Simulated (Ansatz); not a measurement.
A nudged elastic band was laid between two geometries of a periodic cell of 17 atoms, CuSi16 (host Si, host structure diamond, interstitial Cu), cell charge +1.

Theory: Ansatz, DFT PBE, scalar-relativistic, plane waves, PAW. Settings: PAW set soft_1, cutoff 420 eV, k mesh 2x2x2, gaussian smearing 0.05 eV, no spin polarisation.

```
movable images  : 5
climbing image  : yes
spring          : 5.0 eV/Å²
optimiser       : lbfgs
start path      : IDPP
force threshold : 0.05 eV/Å
iteration limit : 34
end points      : relaxed
```

Initial state:

```xyz
17
Lattice="0.0000 5.4300 5.4300 5.4300 0.0000 5.4300 5.4300 5.4300 0.0000" Properties=species:S:1:pos:R:3
Si -0.004 -0.047 0.047
Si 1.300 1.415 1.325
Si 2.763 2.714 0.045
Si 4.214 3.931 1.499
Si 2.669 0.042 2.652
Si 4.012 1.351 4.080
Si 5.552 2.581 2.848
Si 6.789 4.122 4.070
Si -0.052 2.770 2.659
Si 1.298 4.106 4.012
Si 2.763 5.385 2.714
Si 4.046 6.847 4.012
Si 2.668 2.780 5.386
Si 4.027 4.124 6.736
Si 5.374 5.477 5.383
Si 6.790 6.790 6.737
Cu 8.283 5.268 5.589
```

Final state:

```xyz
17
Lattice="0.0000 5.4300 5.4300 5.4300 0.0000 5.4300 5.4300 5.4300 0.0000" Properties=species:S:1:pos:R:3
Si -0.060 0.057 0.037
Si 1.399 1.361 1.318
Si 2.854 2.573 -0.141
Si 4.062 4.030 1.316
Si 2.683 0.061 2.777
Si 4.024 1.411 4.125
Si 5.371 2.752 2.772
Si 6.829 4.032 4.077
Si -0.005 2.770 2.721
Si 1.309 4.115 4.142
Si 2.648 5.428 2.714
Si 4.193 6.655 3.942
Si 2.672 2.762 5.477
Si 4.007 4.119 6.836
Si 5.426 5.435 5.487
Si 6.740 6.857 6.830
Cu 6.928 3.909 6.629
```

(1) Which bonds break or form, and what moves?

(2) Give the energies along the band, and the barrier.

(3) What is the geometry of the highest image?

## Answers

(1) Contacts lost: Si1–Cu17, Si6–Cu17. Contacts made: Si2–Cu17, Si9–Cu17. The atom that moves furthest is Cu17, by 2.18 Å.

(2) It converged. The highest image is number 3 of 0 to 6, 0.042 eV above the ends, which have the same energy within 2 meV. By the program's own check the climbing image is of a kind that is not told: the force calls were inconclusive, a negative curvature could not be distinguished from the path's own, the only one lies far off the path, or fixed occupations may fill a level only in part (lowest curvatures found: -0.54 and 0.82 eV/Å²). Limits of this set-up: charged cell in a uniform background, uncorrected.

```csv
image,path coordinate (Å),energy (eV),Si1–Cu17 (Å),Si6–Cu17 (Å),Si2–Cu17 (Å)
0,0.00,0.000,2.58,2.43,4.31
1,0.43,-0.001,2.87,2.57,4.11
2,0.86,0.007,3.20,2.86,3.84
3,1.28,0.042,3.51,3.30,3.52
4,1.73,0.006,3.84,3.78,3.19
5,2.17,-0.001,4.12,4.24,2.85
6,2.61,0.000,4.31,4.58,2.55
```

(3) 
```xyz
17
Lattice="0.0000 5.4300 5.4300 5.4300 0.0000 5.4300 5.4300 5.4300 0.0000" Properties=species:S:1:pos:R:3
Si 0.005 -0.043 0.055
Si 1.397 1.350 1.305
Si 2.800 2.627 -0.046
Si 4.159 3.985 1.406
Si 2.668 -0.051 2.686
Si 3.938 1.218 4.190
Si 5.306 2.586 2.886
Si 6.744 4.024 4.011
Si 0.136 2.847 2.600
Si 1.406 4.117 4.103
Si 2.761 5.471 2.778
Si 4.198 6.909 3.904
Si 2.677 2.716 5.485
Si 4.069 4.108 6.734
Si 5.346 5.510 5.383
Si 6.705 6.869 6.836
Cu 7.469 4.750 6.108
```

Run time: 16 min on 1 thread of Arm Neoverse V1 (shared host), peak memory 0.92 GiB.
